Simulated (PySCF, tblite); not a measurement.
# AlH9O3Si3, a cluster model of a defect: infrared bands, NMR shifts, core binding energies and K edges

Wanted: the infrared bands, NMR shifts, core binding energies and K edges for `[SiH3][O][Al]([O][SiH3])[O][SiH3]`. It is drawn as: threefold Al.

Computed with tblite 0.8.0 and PySCF 2.14.0; each step states its level. No surroundings beyond the atoms listed, unless a continuum is named. Atoms count from 0, parts from 1.

## Step 1: The system as given

16 atoms, charge 0, multiplicity 1; geometry: distance geometry start.

## Step 2: Geometry optimisation with GFN2-xTB

What the job is given:

```
{"job": {"kind": "relax", "xc": "GFN2-xTB", "basis": "xTB"}, "charge": 0, "multiplicity": 1}
Al     0.871730     1.350508    -0.350851
O      0.890231     3.074114     0.378366
Si    -0.526631     3.992140     0.831474
O      1.926528     0.085961     0.535977
Si     1.446943    -0.813423     1.986046
O     -0.788191     0.728929    -0.948593
Si    -2.083799     0.064505     0.087383
H     -1.723615     3.320145     0.463198
H     -0.482489     5.292132     0.218921
H     -0.540392     4.175654     2.240263
H      2.549242    -1.590149     2.440980
H      0.367655    -1.693055     1.662261
H      1.045617     0.086407     2.987171
H     -1.800404     0.424924     1.439228
H     -3.337868     0.564162    -0.289421
H     -2.085901    -1.351072    -0.032277
```

Method: GFN2-xTB geometry optimisation, gas phase.

The run is started by

```console
$ OMP_NUM_THREADS=1 python cluster_run.py task.json out
```

The driver reads the jobs from task.json and runs them one after another.

**Question.** The jobs that follow are: GFN2-xTB harmonic vibrations, gas phase; GIAO PBE0/pcSseg-1 NMR shielding, non-relativistic, gas phase; delta-SCF UKS SCAN, pcX-2 on the ionised atom, pcseg-1 elsewhere, spin-free X2C; core-valence-separated TDA BHandHLYP/aug-pcX-1 H:pcseg-1 Si:def2-SVPD Al:def2-SVPD, K edges, non-relativistic, gas phase; GIAO mPW1PW91/6-31G NMR shielding, non-relativistic, IEF-PCM methanol. Predict: strongest single infrared mode (GFN2-xTB); 1H shifts against TMS (PBE0/pcSseg-1); 27Al shifts against AlH4- (PBE0/pcSseg-1); 17O shifts against H2O (PBE0/pcSseg-1); 29Si shifts against TMS (PBE0/pcSseg-1); O1s binding energies, SCAN/pcX-2 (standing for 2 of 3 atoms); Al2p binding energies, SCAN/pcX-2; O K edge.

The runs gave:

```
                                                    quantity                                                     value
                   strongest single infrared mode (GFN2-xTB)                                                 2231 cm⁻¹
                       1H shifts against TMS (PBE0/pcSseg-1)  5.33, 5.32, 5.31, 5.31, 5.29, 5.29, 5.27, 5.26, 5.25 ppm
                   27Al shifts against AlH4- (PBE0/pcSseg-1)                                                  -9.1 ppm
                      17O shifts against H2O (PBE0/pcSseg-1)                                         8.2, 8.1, 8.0 ppm
                     29Si shifts against TMS (PBE0/pcSseg-1)                                   -40.1, -40.2, -40.2 ppm
O1s binding energies, SCAN/pcX-2 (standing for 2 of 3 atoms)                                   O1 537.43, O3 537.43 eV
                           Al2p binding energies, SCAN/pcX-2                                              Al0 81.08 eV
                                                    O K edge     first line 531.30 eV, strongest 532.94 eV (f = 0.022)
                               range of the shielding of Si4                                        389.3 to 455.8 ppm
```

At GFN2-xTB the lowest mode is imaginary (20i cm⁻¹), so the geometry is not a minimum there. The O1s levels computed lie within 0.00 eV of one another, too close to rank. Only 2 of the 3 O atoms are covered by sound results. At the O edge the strongest single line lifts a 1s electron of O3 into several orbitals, led by LUMO+2 (weight 0.46), 1.6 eV above the first line. Absolute edge energies from this method are off by several eV; spacings are better. In ppm, Si4 moves most: its shielding spreads over 66.5 ppm, from 389.3 (PBE0/pcSseg-1) to 455.8 (mPW1PW91/6-31G in methanol). A capped cluster stands for the solid here, so long-range fields and strain are missing, and bands or shifts of the capping hydrogens have no counterpart in it.
